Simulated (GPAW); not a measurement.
## WS: band structure with LDA

WS:

```
W S
1.0
     3.44485    0.00000    0.00000
     0.00000    3.44485    0.00000
     0.00000    0.00000    3.44485
W S
1 1
Direct
  0.50000 0.50000 0.50000
  0.00000 0.00000 0.00000
```

The cell was built by a generator and needn't be a form met in nature.

* Program: GPAW 26.7.0
* Task: band structure
* Functional: LDA
* Potentials or basis: PAW data sets generated in the run's folder for this functional
* Cutoff: 600 eV
* Basis: pw
* k mesh: 8 × 8 × 8
* Occupations: fermi-dirac, width 0.05 eV
* Spin: no spin polarisation
* Maxiter: 150
* Band path: GXMGRX,MR
* Band points: 100

The pressure is -41.6 GPa and the band gap along the path is none (metal or under the smearing width).

Levels at the corners of the path, in eV from the Fermi level:
```tsv
point	band 8	band 9	band 10	band 11	band 12	band 13
Γ	-2.27	-2.27	-2.27	-0.93	0.65	0.65
X	-3.13	-1.79	0.91	1.36	2.30	2.30
M	-2.79	-1.40	-0.48	-0.48	-0.34	1.85
Γ	-2.27	-2.27	-2.27	-0.93	0.65	0.65
R	-5.66	1.92	1.92	2.42	2.42	2.42
X	-3.13	-1.79	0.91	1.36	2.30	2.30
M	-2.79	-1.40	-0.48	-0.48	-0.34	1.85
R	-5.66	1.92	1.92	2.42	2.42	2.42
```

Wall time 45 s on 1 thread of Arm Neoverse V1, on a shared host, peak memory 0.27 GiB.

Caveat: a pressure of tens of GPa on the cell as given is suspect, and the run, the potentials or the cell itself is likely at fault; spin-orbit coupling is left out, which moves the levels of the heavy elements.
